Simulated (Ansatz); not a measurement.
**AsH₃ with SbH₃: structure and interaction energy**

Aim: relax the pair, then compute its interaction energy with counterpoise at many levels, up to CCSD(T).

Computed with Ansatz 0.2.0, Gaussian basis. Level: PBE0-D4 structure, single points in def2-TZVPPD.

Levels: PBE-D4, revPBE-D4, BLYP-D4, r2SCAN-D4, B97M-V, PBE0-D4, B3LYP-D4, HSE06-D4, wB97X-V, wB97M-V, B2PLYP, Hartree-Fock, MP2, CCSD, CCSD(T). The reference is CCSD(T) extrapolated to the basis limit. For elements past Ar these valence bases correlate outer-core shells poorly and lack relativity, so that limit is rough.

Cores are frozen in the correlated methods. Filled d shells of the heavier atoms are correlated. Core potentials replace the inner electrons past krypton, and spin-orbit coupling is left out. B3LYP uses VWN-RPA correlation. B2PLYP carries no dispersion term here.

176 further runs of the same task are left out: 176 set aside as unsound or not needed. Runs told in other sessions of the task aren't counted.

## (1) The system as given

The pair, from a GFN2-xTB docking trial: 8 atoms, charge 0, spin multiplicity 1.

Atoms are counted from 1 here; the program's logs count them from 0.

Bond lengths: As1–H2 1.501 Å, As1–H3 1.491 Å, As1–H4 1.493 Å, Sb5–H6 1.684 Å, Sb5–H7 1.688 Å, Sb5–H8 1.692 Å. Angles: H2–As1–H3 89.1°, H2–As1–H4 88.9°, H3–As1–H4 89.7°, H6–Sb5–H7 88.8°, H6–Sb5–H8 88.9°, H7–Sb5–H8 87.6°.

As a file:

```xyz
8

As   -0.24490   -0.66690   -1.83790
H    -0.26700   -0.31850   -3.29820
H    -0.88250    0.64710   -1.53970
H     1.10110   -0.02930   -1.73550
Sb   -0.00710   -0.47400    1.61640
H    -0.26490    1.15510    1.27880
H     1.40240   -0.04520    2.43970
H    -0.83710   -0.26840    3.07640
```

Atoms 1 to 4 are fragment A (AsH₃), the rest fragment B (SbH₃).

## (2) A first relaxation in a small basis

File pre/in.yaml:

```yaml
crystal:
  periodic: [false, false, false]
  atoms:
    - {symbol: As, position_ang: [-0.244900, -0.666900, -1.837900]}
    - {symbol: H, position_ang: [-0.267000, -0.318500, -3.298200]}
    - {symbol: H, position_ang: [-0.882500, 0.647100, -1.539700]}
    - {symbol: H, position_ang: [1.101100, -0.029300, -1.735500]}
    - {symbol: Sb, position_ang: [-0.007100, -0.474000, 1.616400]}
    - {symbol: H, position_ang: [-0.264900, 1.155100, 1.278800]}
    - {symbol: H, position_ang: [1.402400, -0.045200, 2.439700]}
    - {symbol: H, position_ang: [-0.837100, -0.268400, 3.076400]}
basis:
  gaussian: {orbitals: def2-SVP}
hamiltonian: {xc: pbe, dispersion: d4}
relax: {f_tol: 0.03, max_steps: 250}
```

On the command line:

```
ansatz run in.yaml --threads 4 --pin off --events-out ev --progress --plain --max-ram 9574MiB
```

The runs that follow: Relaxation at PBE0-D4; PBE-D4/def2-TZVPPD; r2SCAN-D4/def2-TZVPPD; PBE0-D4/def2-TZVPPD; B3LYP-D4/def2-TZVPPD; wB97X-V/def2-TZVPPD; wB97M-V/def2-TZVPPD; B2PLYP/def2-TZVPPD; BLYP-D4/def2-TZVPPD; revPBE-D4/def2-TZVPPD; B97M-V/def2-TZVPPD; HSE06-D4/def2-TZVPPD; CCSD(T)/def2-TZVPPD; MP2/def2-QZVPPD; SPW92/def2-SVP; PBE-D4/def2-SVP; PBE0-D4/def2-SVP; wB97M-V/def2-SVP; CCSD(T)/def2-SVP; Vibrations of the pair.

Before running it: what results should come out? Wanted: interaction energy, CCSD(T)/CBS; of it Hartree-Fock; D4 term of PBE0-D4; shortest contact; lowest wavenumber.

The runs gave:

| quantity | value |
| --- | --- |
| interaction energy, CCSD(T)/CBS | -6.12 kJ/mol |
| of it Hartree-Fock (basis limit) | +4.28 kJ/mol |
| D4 term of PBE0-D4 | -4.95 kJ/mol |
| shortest contact | As1–Sb5 3.82 Å |
| lowest wavenumber | 18 cm⁻¹ |

The pair is bound by 6.12 kJ/mol at fixed fragment shapes. Hartree-Fock doesn't bind it at this geometry, so correlation, mostly dispersion, holds it together. The functionals run from wB97M-V, off by +0.07 kJ/mol, to B2PLYP, off by +4.97 kJ/mol, against CCSD(T)/CBS. Mean unsigned error by rung: GGA 1.13, meta-GGA 0.72, hybrid 1.24, screened hybrid 1.66, range-separated hybrid 0.17, double hybrid 4.97 kJ/mol. The double hybrids carry no dispersion term here, unlike the levels marked D4 or V. PBE-D4 gives an interaction energy 2.18 kJ/mol too low, an error of 36 % of the reference. CCSD(T) moves by -2.26 kJ/mol from triple zeta to the limit, a large step that makes the limit uncertain; gaps between functionals far smaller than that don't rank them. A lower arrangement may exist.
